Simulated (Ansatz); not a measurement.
**C2H6FIn: basis-set convergence**

The task here is to estimate one member of a computed series from the others.

Program: Ansatz 0.2.0, Gaussian basis. Level of theory: one geometry, several basis sets. These are calculated values, not measurements.

Plan: PBE0-D4/def2-SVP; ωB97M-V/def2-SVP; PBE0-D4/def2-QZVPP; ωB97M-V/def2-QZVPP; the functionals' def2-TZVPP values are taken from earlier runs.

### The geometry

An earlier PBE0-D4 in a triple-zeta def2 set relaxation fixed the geometry. In takes the def2 core potential; no spin-orbit term is included.

10 atoms, charge 0, spin multiplicity 1.

Atoms are counted from 1 here; the program's logs count them from 0.

Bond lengths: C1–In2 2.131 Å, C1–H5 1.089 Å, C1–H6 1.091 Å, C1–H7 1.091 Å, In2–C3 2.131 Å, In2–F4 1.980 Å, C3–H8 1.089 Å, C3–H9 1.091 Å, C3–H10 1.091 Å. Angles: In2–C1–H5 112.3°, In2–C1–H6 108.5°, In2–C1–H7 108.5°, H5–C1–H6 109.5°, H5–C1–H7 109.6°, H6–C1–H7 108.2°, C1–In2–C3 144.4°, C1–In2–F4 107.8°, C3–In2–F4 107.8°, In2–C3–H8 112.3°, In2–C3–H9 108.5°, In2–C3–H10 108.5°, H8–C3–H9 109.6°, H8–C3–H10 109.6°, H9–C3–H10 108.2°.

The first run:

in.yaml reads:

```yaml
crystal:
  periodic: [false, false, false]
  atoms:
    - {symbol: C, position_ang: [-0.920003, 1.809632, -0.265338]}
    - {symbol: In, position_ang: [-0.215189, -0.124778, 0.284807]}
    - {symbol: C, position_ang: [1.231913, -1.628758, -0.145669]}
    - {symbol: F, position_ang: [-1.344971, -0.779834, 1.773187]}
    - {symbol: H, position_ang: [-0.340640, 2.245570, -1.078226]}
    - {symbol: H, position_ang: [-1.965250, 1.725501, -0.566446]}
    - {symbol: H, position_ang: [-0.868052, 2.459122, 0.609678]}
    - {symbol: H, position_ang: [1.897494, -1.342302, -0.958946]}
    - {symbol: H, position_ang: [1.816612, -1.815412, 0.756293]}
    - {symbol: H, position_ang: [0.708096, -2.548731, -0.409350]}
basis:
  gaussian: {orbitals: def2-SVP}
hamiltonian: {xc: pbe0, dispersion: d4}
output: {orbitals: {seedname: orbitals}}
```

The run is started by

```bash
$ ansatz run in.yaml --threads 4 --pin off --events-out ev --progress --plain --max-ram 10444MiB
```

Steps of the session up to this table: PBE0-D4 in def2-SVP; ωB97M-V in def2-SVP; PBE0-D4 in def2-QZVPP; ωB97M-V in def2-QZVPP.

One of the session's tables, all rows but one given; the rest of the session is left out.

It belongs to the step «Density functionals: the series». 

| functional | basis | HOMO (eV) |
| --- | --- | --- |
| PBE0-D4 | def2-SVP | -7.65 |
| PBE0-D4 | def2-TZVPP | -7.75 |
| PBE0-D4 | def2-QZVPP | -7.76 |
| ωB97M-V | def2-SVP | -9.81 |
| ωB97M-V | def2-TZVPP | ? |
| ωB97M-V | def2-QZVPP | -9.92 |

Q: Estimate the row for ωB97M-V, def2-TZVPP from the others.

As computed: HOMO (eV): -9.90. In the column «HOMO (eV)» it lies between ωB97M-V, def2-QZVPP (-9.92) and ωB97M-V, def2-SVP (-9.81).
